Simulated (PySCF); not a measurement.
# C2H4BFO2: the cost of one run

The runs use PySCF 2.14.0, with density-fitted response routines of our own; the level of theory stands in each step. All values are computed, except where a source is named. Atoms count from 0, in the outputs and in this text.

## 1. Starting geometry

10 atoms, charge 0, multiplicity 1; geometry from: GFN2-xTB. The atoms were then displaced at random by about 0.01 Å, so the start is not that level's minimum.

Bonds of the start (Å): F0–B1 1.29, B1–O2 1.36, O2–C3 1.45, C3–C4 1.52, C4–O5 1.43, O5–B1 1.36, C3–H6 1.10, C3–H7 1.09, C4–H8 1.07, C4–H9 1.11.

## 2. Optimising the geometry at PBE0-D3(BJ)/def2-SVP

The job: settings as JSON, then the geometry in Å.

```
{"job": {"xc": "PBE0", "basis": "def2-SVP", "d3": "d3bj", "grid": 1, "shake": 0.01, "kind": "geom"}, "charge": 0, "multiplicity": 1}
F     -1.538930     2.144570     0.786060
B     -0.827800     1.139790     0.409190
O     -1.353400    -0.101330     0.206680
C     -0.237160    -0.948710    -0.177470
C      0.983710    -0.047920    -0.200140
O      0.511320     1.243810     0.189650
H     -0.488920    -1.367240    -1.159360
H     -0.173740    -1.757460     0.548570
H      1.434000     0.039280    -1.164180
H      1.741350    -0.365730     0.539940
```

The run is started by

```sh
> OMP_NUM_THREADS=1 python probes_run.py task.json out
```

One launch serves the whole session: the jobs run in the order shown.

Q: Estimate the wall time and peak memory of this first job on 1 thread of Arm Neoverse V2, shared host.

About 27 s, with a peak of 0.43 GiB.
